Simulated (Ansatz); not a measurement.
# SiGeHO+ (quintet): the correlation ladder, cc-pVDZ

The task here is to estimate one member of a computed series from the others.

Program: Ansatz 0.2.0, Gaussian basis. Level of theory: cc-pVDZ, core rule «outside noble gas», up to 20 orbitals frozen. These are calculated values, not measurements.

To be run: UHF; CCSD(T) on ROHF; CCSD(T) on UHF; BCCD(T) on ROHF; CISD as a restricted active space (open shells left free, so some higher excitations enter); CCSDT(Q) on ROHF; CCSDT(Q) on UHF.

28 further runs of the same task are left out: 13 that didn't finish, 15 set aside as unsound or not needed. Runs told in other sessions of the task aren't counted.

**The geometry**

The geometry is a PBE0/def2-TZVP stationary point (not a proven minimum) of the parent state, kept for this charge and spin. No spin-orbit coupling is included. The filled d shell of Ge may be among the frozen orbitals whatever the setting's name suggests.

4 atoms, charge 1, spin multiplicity 5.

Atoms are counted from 1 here; the program's logs count them from 0.

Bond lengths: Ge1–Si2 2.367 Å, Ge1–H4 1.571 Å, Si2–O3 1.578 Å. Angles: Si2–Ge1–H4 126.9°, Ge1–Si2–O3 76.8°.

Geometry (Å):

```xyz
4
GeHOSi
Ge    0.00000   -0.04103    0.85161
Si    0.00000    0.61878   -1.42190
O     0.00000   -0.95680   -1.50315
H     0.00000    0.90276    2.10701
```

Set-up of the first run:

in.yaml

```yaml
crystal:
  periodic: [false, false, false]
  atoms:
    - {symbol: Ge, position_ang: [0.000000, -0.041029, 0.851607]}
    - {symbol: Si, position_ang: [0.000000, 0.618777, -1.421905]}
    - {symbol: O, position_ang: [0.000000, -0.956801, -1.503152]}
    - {symbol: H, position_ang: [0.000000, 0.902764, 2.107007]}
basis:
  gaussian: {orbitals: cc-pVDZ}
total_charge: 1
magnetization: {spin_polarized: true, initial_magnetization: 4}
hamiltonian: {xc: hf}
output: {orbitals: {seedname: orbitals}}
```

Command:

```
> ansatz run in.yaml --threads 1 --pin off --events-out ev --progress --plain --max-ram 2393MiB
```

Among the steps run: UHF; CCSD(T) on ROHF; CCSD(T) on UHF; BCCD(T) on ROHF; CISD as a restricted active space (open shells left free, so some higher excitations enter); CCSDT(Q) on ROHF; CCSDT(Q) on UHF.

One of the session's tables, all rows but one given; the rest of the session is left out.

| method | from RCCSDT(Q) (meV) |
| --- | --- |
| ROHF | +9007.5 |
| UHF | +8720.8 |
| RMP2 | +1624.9 |
| UMP2 | +1571.9 |
| CISD | +1362.1 |
| RCCSD | +471.8 |
| UCCSD | +446.4 |
| RCCSD(T) | +121.7 |
| UCCSD(T) | ? |
| BCCD(T) | +106.0 |
| RCCSDT | +45.1 |
| UCCSDT | +32.7 |
| RCCSDT(Q) | 0 |
| UCCSDT(Q) | -16.3 |

Q: Estimate the row for UCCSD(T) from the others.

**Answer.** from RCCSDT(Q) (meV): +108.6. In the column «from RCCSDT(Q) (meV)» it lies between BCCD(T) (+106.0) and RCCSD(T) (+121.7).

To keep in mind: Restricted and unrestricted rows rest on different reference determinants; a gap between their highest levels can come from leftover correlation error, from unlike frozen cores or from another state.
